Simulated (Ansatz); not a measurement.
Born–Oppenheimer molecular dynamics of a periodic cell of 24 atoms, CsHS (host CsHS, host structure I4/m). It goes on from the last frame of an earlier run, with new velocities.

Theory: DFT PBEsol, scalar-relativistic, plane waves, PAW in Ansatz 0.2.0. Settings: cutoff 420 eV, k mesh 1x1x1, fermi-dirac smearing 0.002 eV, no spin polarisation.

| Item | Value |
| --- | --- |
| ensemble | NVT, Langevin thermostat |
| time step | 0.5 fs |
| steps asked | 200 |
| set temperature | 910 K |
| friction | 0.02 /fs |
| seed | 79755 |

Frames 0.5 fs apart, positions in Å, forces in eV/Å.

Velocities at 45.0 fs (Å/ps):

```
Cs 2.21 2.78 3.19
Cs 4.33 -1.07 -0.02
Cs -4.41 -3.27 -0.68
Cs 1.68 -0.09 0.03
H -43.13 -8.25 14.44
H -17.99 -45.76 -3.72
H -14.65 10.50 22.27
H 17.13 4.20 4.36
S -2.38 1.79 -2.03
S -10.45 -3.49 8.43
S -6.80 -6.45 5.33
S -0.84 -3.15 -4.73
Cs 0.06 2.97 5.21
Cs -1.14 -0.72 -1.41
Cs -0.02 -0.57 1.99
Cs 2.35 0.17 -0.56
H 38.02 39.94 21.40
H -14.42 -37.13 21.82
H -10.92 -18.17 22.07
H 27.37 2.60 7.46
S 4.92 1.50 1.83
S -4.06 0.02 3.12
S 2.41 10.05 2.33
S 0.21 6.33 5.67
```

```xyz
24
Lattice="8.4761 0.0000 0.0000 0.0000 8.4761 0.0000 0.0000 0.0000 9.3461" Properties=species:S:1:pos:R:3:forces:R:3 time_fs=45.0 energy_less_start_eV=-0.218 T=818
Cs 4.310 0.303 2.115 0.16 -0.13 -0.37
Cs -0.204 -0.060 2.236 0.19 0.09 -0.50
Cs -0.141 -0.457 5.954 0.04 0.11 0.50
Cs -0.243 4.402 3.003 0.14 -0.09 0.00
H 1.937 1.825 0.168 -0.08 0.71 1.54
H 3.813 6.442 3.850 -1.22 -0.25 -0.20
H 1.822 6.296 -0.518 -0.37 -1.38 0.94
H 3.024 4.292 4.779 -0.33 -0.60 0.61
S 6.641 1.288 -0.240 -0.20 0.10 -0.32
S 1.948 2.527 1.437 -0.36 -0.93 -1.97
S 2.922 3.096 5.514 -0.03 0.49 -0.47
S 6.603 1.888 4.622 -0.71 0.36 0.21
Cs 0.362 4.473 7.744 -0.15 -0.59 -0.16
Cs 4.369 4.581 8.039 -0.40 -0.29 -0.12
Cs 4.442 4.024 2.482 0.71 0.00 0.08
Cs 3.802 -0.178 6.044 0.56 0.58 -0.36
H 5.644 4.642 5.332 -0.05 -0.24 -0.09
H 6.707 2.144 -1.288 -0.03 0.01 -0.03
H 5.550 2.430 5.380 0.49 -0.34 -0.57
H 6.326 6.567 -0.832 0.45 -0.59 1.62
S 2.443 6.361 3.399 0.87 0.38 0.56
S 5.935 5.932 5.074 0.11 0.26 0.10
S 6.600 5.871 0.407 -0.03 1.03 -0.97
S 2.136 7.474 -0.941 0.21 1.30 -0.03
24
Lattice="8.4761 0.0000 0.0000 0.0000 8.4761 0.0000 0.0000 0.0000 9.3461" Properties=species:S:1:pos:R:3:forces:R:3 time_fs=45.5 energy_less_start_eV=-0.250 T=856
Cs 4.311 0.304 2.116 0.16 -0.14 -0.37
Cs -0.202 -0.060 2.236 0.19 0.09 -0.50
Cs -0.144 -0.459 5.954 0.05 0.12 0.50
Cs -0.242 4.402 3.003 0.13 -0.09 0.01
H 1.917 1.819 0.179 -0.06 0.69 1.49
H 3.801 6.418 3.846 -1.00 -0.17 -0.12
H 1.815 6.299 -0.507 -0.34 -1.22 0.90
H 3.033 4.294 4.785 -0.34 -0.67 0.65
S 6.640 1.289 -0.241 -0.22 -0.25 0.11
S 1.943 2.525 1.441 -0.36 -0.91 -1.93
S 2.919 3.093 5.517 -0.01 0.55 -0.51
S 6.602 1.886 4.620 -0.79 0.40 0.28
Cs 0.362 4.475 7.747 -0.15 -0.59 -0.16
Cs 4.369 4.581 8.039 -0.39 -0.27 -0.12
Cs 4.442 4.024 2.483 0.70 -0.01 0.07
Cs 3.804 -0.178 6.043 0.55 0.56 -0.36
H 5.663 4.659 5.341 -0.15 -0.74 0.01
H 6.701 2.126 -1.277 0.00 0.37 -0.46
H 5.546 2.420 5.391 0.57 -0.37 -0.64
H 6.339 6.569 -0.827 0.41 -0.54 1.54
S 2.445 6.362 3.400 0.65 0.34 0.48
S 5.933 5.932 5.076 0.22 0.74 -0.01
S 6.601 5.876 0.408 0.00 0.97 -0.89
S 2.136 7.477 -0.938 0.18 1.14 0.01
24
Lattice="8.4761 0.0000 0.0000 0.0000 8.4761 0.0000 0.0000 0.0000 9.3461" Properties=species:S:1:pos:R:3:forces:R:3 time_fs=46.0 energy_less_start_eV=-0.278 T=837
Cs 4.312 0.306 2.118 0.15 -0.14 -0.37
Cs -0.200 -0.061 2.236 0.18 0.09 -0.49
Cs -0.145 -0.461 5.954 0.06 0.12 0.50
Cs -0.241 4.402 3.003 0.13 -0.09 0.01
H 1.899 1.811 0.193 -0.04 0.66 1.41
H 3.786 6.393 3.841 -0.72 -0.11 -0.02
H 1.808 6.298 -0.495 -0.27 -0.95 0.81
H 3.042 4.295 4.794 -0.35 -0.70 0.66
S 6.639 1.291 -0.242 -0.24 -0.59 0.55
S 1.938 2.524 1.445 -0.35 -0.88 -1.85
S 2.915 3.090 5.520 -0.01 0.58 -0.52
S 6.602 1.884 4.618 -0.83 0.41 0.31
Cs 0.361 4.476 7.749 -0.15 -0.60 -0.16
Cs 4.368 4.581 8.038 -0.37 -0.26 -0.11
Cs 4.443 4.023 2.484 0.70 -0.02 0.06
Cs 3.805 -0.178 6.043 0.54 0.55 -0.36
H 5.684 4.674 5.350 -0.23 -1.21 0.11
H 6.696 2.108 -1.269 0.02 0.71 -0.90
H 5.544 2.408 5.398 0.60 -0.37 -0.67
H 6.354 6.574 -0.819 0.36 -0.49 1.42
S 2.448 6.363 3.401 0.35 0.30 0.39
S 5.932 5.931 5.077 0.30 1.20 -0.11
S 6.603 5.881 0.409 0.03 0.89 -0.77
S 2.137 7.480 -0.935 0.12 0.88 0.09
24
Lattice="8.4761 0.0000 0.0000 0.0000 8.4761 0.0000 0.0000 0.0000 9.3461" Properties=species:S:1:pos:R:3:forces:R:3 time_fs=46.5 energy_less_start_eV=-0.292 T=845
Cs 4.313 0.307 2.120 0.15 -0.15 -0.37
Cs -0.198 -0.062 2.235 0.18 0.09 -0.49
Cs -0.147 -0.463 5.954 0.07 0.12 0.51
Cs -0.241 4.402 3.003 0.12 -0.08 0.02
H 1.884 1.803 0.209 -0.03 0.63 1.31
H 3.773 6.369 3.838 -0.45 -0.06 0.08
H 1.800 6.294 -0.485 -0.18 -0.64 0.70
H 3.049 4.293 4.805 -0.35 -0.68 0.64
S 6.638 1.292 -0.243 -0.26 -0.93 1.00
S 1.932 2.523 1.450 -0.35 -0.85 -1.75
S 2.911 3.087 5.523 0.00 0.56 -0.50
S 6.601 1.882 4.617 -0.83 0.40 0.32
Cs 0.361 4.478 7.752 -0.15 -0.61 -0.16
Cs 4.367 4.581 8.038 -0.36 -0.25 -0.11
Cs 4.443 4.023 2.486 0.69 -0.03 0.06
Cs 3.806 -0.178 6.042 0.54 0.54 -0.35
H 5.705 4.687 5.360 -0.29 -1.66 0.22
H 6.692 2.092 -1.261 0.05 1.06 -1.35
H 5.543 2.397 5.403 0.60 -0.35 -0.68
H 6.370 6.579 -0.808 0.30 -0.41 1.27
S 2.450 6.365 3.402 0.07 0.28 0.29
S 5.930 5.931 5.079 0.37 1.63 -0.22
S 6.604 5.886 0.410 0.06 0.80 -0.62
S 2.138 7.483 -0.933 0.04 0.57 0.20
24
Lattice="8.4761 0.0000 0.0000 0.0000 8.4761 0.0000 0.0000 0.0000 9.3461" Properties=species:S:1:pos:R:3:forces:R:3 time_fs=47.0 energy_less_start_eV=-0.300 T=824
Cs 4.315 0.308 2.122 0.15 -0.15 -0.37
Cs -0.195 -0.063 2.235 0.18 0.09 -0.49
Cs -0.149 -0.464 5.953 0.08 0.12 0.51
Cs -0.240 4.402 3.003 0.12 -0.08 0.02
H 1.869 1.794 0.229 -0.02 0.58 1.19
H 3.760 6.347 3.837 -0.17 -0.02 0.17
H 1.793 6.288 -0.475 -0.08 -0.30 0.58
H 3.052 4.288 4.817 -0.33 -0.61 0.59
S 6.638 1.294 -0.245 -0.28 -1.27 1.46
S 1.927 2.523 1.454 -0.34 -0.80 -1.64
S 2.907 3.084 5.527 -0.01 0.49 -0.45
S 6.599 1.880 4.617 -0.80 0.38 0.29
Cs 0.361 4.479 7.754 -0.15 -0.62 -0.17
Cs 4.367 4.581 8.037 -0.35 -0.23 -0.10
Cs 4.443 4.023 2.487 0.68 -0.04 0.05
Cs 3.807 -0.179 6.041 0.53 0.54 -0.35
H 5.724 4.696 5.371 -0.32 -2.02 0.32
H 6.688 2.079 -1.254 0.07 1.40 -1.79
H 5.543 2.384 5.406 0.57 -0.32 -0.65
H 6.387 6.582 -0.793 0.24 -0.28 1.03
S 2.453 6.366 3.402 -0.22 0.28 0.19
S 5.928 5.931 5.080 0.40 1.97 -0.32
S 6.606 5.891 0.410 0.11 0.66 -0.39
S 2.140 7.486 -0.931 -0.06 0.24 0.32
24
Lattice="8.4761 0.0000 0.0000 0.0000 8.4761 0.0000 0.0000 0.0000 9.3461" Properties=species:S:1:pos:R:3:forces:R:3 time_fs=47.5 energy_less_start_eV=-0.312 T=786
Cs 4.316 0.309 2.123 0.15 -0.15 -0.37
Cs -0.193 -0.064 2.234 0.18 0.09 -0.48
Cs -0.151 -0.466 5.953 0.09 0.13 0.51
Cs -0.240 4.403 3.002 0.11 -0.07 0.03
H 1.855 1.787 0.251 -0.02 0.51 1.03
H 3.747 6.329 3.834 0.12 0.00 0.28
H 1.787 6.279 -0.466 0.03 0.08 0.44
H 3.052 4.282 4.830 -0.31 -0.50 0.51
S 6.638 1.296 -0.246 -0.28 -1.51 1.79
S 1.922 2.524 1.459 -0.32 -0.73 -1.48
S 2.902 3.083 5.530 -0.03 0.37 -0.38
S 6.598 1.878 4.616 -0.72 0.34 0.24
Cs 0.361 4.481 7.757 -0.16 -0.63 -0.17
Cs 4.366 4.581 8.037 -0.33 -0.22 -0.10
Cs 4.444 4.022 2.489 0.67 -0.05 0.05
Cs 3.808 -0.179 6.040 0.52 0.53 -0.35
H 5.742 4.702 5.383 -0.32 -2.23 0.38
H 6.682 2.071 -1.249 0.07 1.64 -2.12
H 5.545 2.370 5.407 0.50 -0.27 -0.60
H 6.404 6.584 -0.776 0.16 -0.12 0.73
S 2.456 6.368 3.402 -0.53 0.28 0.09
S 5.926 5.930 5.082 0.41 2.17 -0.39
S 6.607 5.895 0.411 0.17 0.48 -0.09
S 2.143 7.489 -0.929 -0.16 -0.13 0.46
24
Lattice="8.4761 0.0000 0.0000 0.0000 8.4761 0.0000 0.0000 0.0000 9.3461" Properties=species:S:1:pos:R:3:forces:R:3 time_fs=48.0 energy_less_start_eV=-0.328 T=782
Cs 4.317 0.311 2.125 0.15 -0.15 -0.37
Cs -0.192 -0.065 2.234 0.18 0.09 -0.48
Cs -0.152 -0.467 5.953 0.10 0.13 0.51
Cs -0.239 4.402 3.002 0.11 -0.07 0.04
H 1.845 1.779 0.273 -0.02 0.42 0.85
H 3.736 6.311 3.831 0.40 0.01 0.38
H 1.780 6.270 -0.455 0.15 0.46 0.31
H 3.052 4.276 4.845 -0.28 -0.36 0.41
S 6.638 1.298 -0.246 -0.27 -1.66 2.00
S 1.916 2.524 1.464 -0.30 -0.64 -1.31
S 2.898 3.081 5.534 -0.06 0.22 -0.29
S 6.597 1.877 4.616 -0.61 0.29 0.15
Cs 0.361 4.482 7.759 -0.17 -0.64 -0.18
Cs 4.365 4.581 8.036 -0.32 -0.21 -0.09
Cs 4.444 4.022 2.490 0.66 -0.06 0.06
Cs 3.808 -0.179 6.040 0.52 0.52 -0.34
H 5.758 4.702 5.396 -0.28 -2.23 0.40
H 6.673 2.067 -1.246 0.06 1.80 -2.33
H 5.549 2.354 5.407 0.39 -0.20 -0.51
H 6.422 6.585 -0.759 0.09 0.08 0.38
S 2.459 6.370 3.402 -0.82 0.29 -0.01
S 5.925 5.930 5.084 0.38 2.16 -0.41
S 6.608 5.900 0.411 0.22 0.27 0.25
S 2.145 7.492 -0.927 -0.27 -0.49 0.60
24
Lattice="8.4761 0.0000 0.0000 0.0000 8.4761 0.0000 0.0000 0.0000 9.3461" Properties=species:S:1:pos:R:3:forces:R:3 time_fs=48.5 energy_less_start_eV=-0.349 T=767
Cs 4.318 0.312 2.127 0.14 -0.15 -0.37
Cs -0.190 -0.066 2.233 0.17 0.09 -0.48
Cs -0.154 -0.469 5.953 0.11 0.13 0.51
Cs -0.239 4.403 3.002 0.10 -0.06 0.04
H 1.837 1.769 0.297 -0.03 0.33 0.66
H 3.728 6.290 3.826 0.64 0.01 0.47
H 1.775 6.262 -0.442 0.25 0.79 0.18
H 3.051 4.268 4.860 -0.25 -0.19 0.30
S 6.637 1.300 -0.247 -0.25 -1.71 2.07
S 1.911 2.523 1.468 -0.27 -0.54 -1.13
S 2.893 3.079 5.537 -0.08 0.05 -0.20
S 6.596 1.875 4.617 -0.48 0.22 0.05
Cs 0.361 4.483 7.761 -0.17 -0.65 -0.19
Cs 4.364 4.580 8.035 -0.31 -0.20 -0.08
Cs 4.445 4.022 2.491 0.65 -0.07 0.06
Cs 3.809 -0.179 6.039 0.51 0.51 -0.34
H 5.772 4.695 5.411 -0.22 -1.99 0.34
H 6.662 2.066 -1.246 0.04 1.84 -2.39
H 5.554 2.335 5.409 0.27 -0.13 -0.41
H 6.439 6.585 -0.742 0.02 0.30 -0.01
S 2.461 6.372 3.402 -1.07 0.31 -0.10
S 5.923 5.930 5.085 0.33 1.91 -0.36
S 6.610 5.905 0.410 0.28 0.03 0.64
S 2.147 7.495 -0.926 -0.38 -0.82 0.73
24
Lattice="8.4761 0.0000 0.0000 0.0000 8.4761 0.0000 0.0000 0.0000 9.3461" Properties=species:S:1:pos:R:3:forces:R:3 time_fs=49.0 energy_less_start_eV=-0.382 T=808
Cs 4.319 0.313 2.129 0.14 -0.15 -0.37
Cs -0.189 -0.067 2.233 0.17 0.08 -0.47
Cs -0.156 -0.470 5.953 0.12 0.13 0.52
Cs -0.239 4.403 3.001 0.10 -0.06 0.05
H 1.831 1.759 0.321 -0.03 0.22 0.46
H 3.724 6.267 3.821 0.76 0.02 0.52
H 1.770 6.255 -0.428 0.34 1.06 0.08
H 3.049 4.260 4.875 -0.21 0.00 0.18
S 6.638 1.302 -0.247 -0.22 -1.58 1.91
S 1.906 2.523 1.473 -0.25 -0.44 -0.94
S 2.889 3.077 5.540 -0.12 -0.14 -0.09
S 6.595 1.874 4.617 -0.31 0.15 -0.08
Cs 0.361 4.485 7.763 -0.17 -0.66 -0.19
Cs 4.363 4.579 8.034 -0.30 -0.18 -0.07
Cs 4.445 4.022 2.492 0.65 -0.08 0.05
Cs 3.809 -0.180 6.038 0.50 0.51 -0.34
H 5.786 4.684 5.427 -0.15 -1.58 0.24
H 6.653 2.070 -1.252 0.02 1.71 -2.23
H 5.560 2.316 5.408 0.10 -0.05 -0.28
H 6.455 6.586 -0.724 -0.05 0.55 -0.43
S 2.463 6.374 3.401 -1.22 0.33 -0.15
S 5.921 5.930 5.087 0.26 1.48 -0.27
S 6.612 5.911 0.410 0.32 -0.22 1.06
S 2.149 7.497 -0.925 -0.46 -1.09 0.84
```

Of the whole run (100 fs, mean temperature of the second half 729 K): The mean temperature of the second half is 20 % below the set value. A run of 0.1 ps of so small a system gives no equilibrium averages. The smearing is very narrow for this mesh. Limits of this set-up: coarse k mesh.

Run time: 7.6 min on 1 thread of AMD EPYC 7R13 Processor (Zen 3), with other jobs on the host, peak memory 0.66 GiB.
